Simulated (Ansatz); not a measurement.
Runs of Ansatz 0.2.0 on NiMoIrPdW. The structure is trigonal, space group P3m1 (No. 156). Conventional cell: a = 4.117 Å, b = 4.117 Å, c = 5.446 Å, α = 90.00°, β = 90.00°, γ = 120.00°. Around Ni (site symmetry 3m) lie 3 Mo at 2.38 Å and 3 Ir at 2.69 Å. Mo (site symmetry 3m) has 3 Ni at 2.38 Å and 3 Ir at 2.70 Å and 2 Pd at 2.72 to 2.73 Å as nearest neighbours. Around Pd (site symmetry 3m) lie 3 W at 2.68 Å and 2 Mo at 2.72 to 2.73 Å and 3 Ir at 2.77 Å. Ir (site symmetry 3m) has 2 W at 2.66 to 2.78 Å and 3 Ni at 2.69 Å and 3 Mo at 2.70 Å and 3 Pd at 2.77 Å as nearest neighbours. Around W (site symmetry 3m) lie 2 Ir at 2.66 to 2.78 Å and 3 Pd at 2.68 Å and 3 Mo at 2.81 Å and 3 Ni at 2.82 Å. The cell was built by a generator and needn't be a form met in nature.

| task | level | potentials or basis | cell | k mesh | cutoff (eV) | points for each segment of the path | gap on the mesh (eV) | pressure (GPa) | moment (μB) | relaxed volume (Å³/atom) | largest force (eV/Å) |
| --- | --- | --- | --- | --- | --- | --- | --- | --- | --- | --- | --- |
| relaxation of cell and atoms | LDA | Ansatz PAW | relaxed | 6 × 6 × 4 | 420 | - | none | 0.0 | 0.00 | 15.11 | - |
| relaxation of cell and atoms | PBE+D3(BJ) | Ansatz PAW | relaxed | 6 × 6 × 4 | 420 | - | none | 0.0 | 0.00 | (b) | - |
| single point | PBE | Ansatz PAW earlier set | as given | 8 × 8 × 5 | 1080 | - | none | 0.0 | 0.00 | - | 0.04 |
| band structure | LDA | Ansatz PAW | as given | 8 × 8 × 5 | 420 | 14 | none | -12.9 | 0.00 | - | 0.16 |
| single point | PBE | PseudoDojo standard (PBE files) | as given | 8 × 8 × 5 | 1333 | - | none | 0.0 | 0.00 | - | 0.03 |
| relaxation of cell and atoms | PBEsol+D3(BJ) | Ansatz PAW | relaxed | 6 × 6 × 4 | 420 | - | none | 0.0 | 0.00 | (a) | - |

Alike in all rows: spin collinear, ferromagnetic start; smearing fermi-dirac 0.05 eV.

Estimate the missing entries.

(a) 15.05; (b) 15.56.

Caveats: the starting moments weren't kept; the plane-wave basis is chosen anew once the cell has moved, so the energies of steps on either side of that aren't comparable (some runs); the PAW data sets come from PBE, with cores solved anew for the run's functional, which leaves a small shift of forces and pressure (some runs); pairwise dispersion overbinds metals, which lowers pressure and volume (some runs); spin-orbit coupling is left out, which moves the levels of the heavy elements (some runs).

A k mesh can miss the band edges, and the runs leave out spin-orbit coupling on Ir, Mo, Pd, W.

A gap of «none» marks a metal or a gap under the smearing width.

The runs don't all hold the same shells in valence.
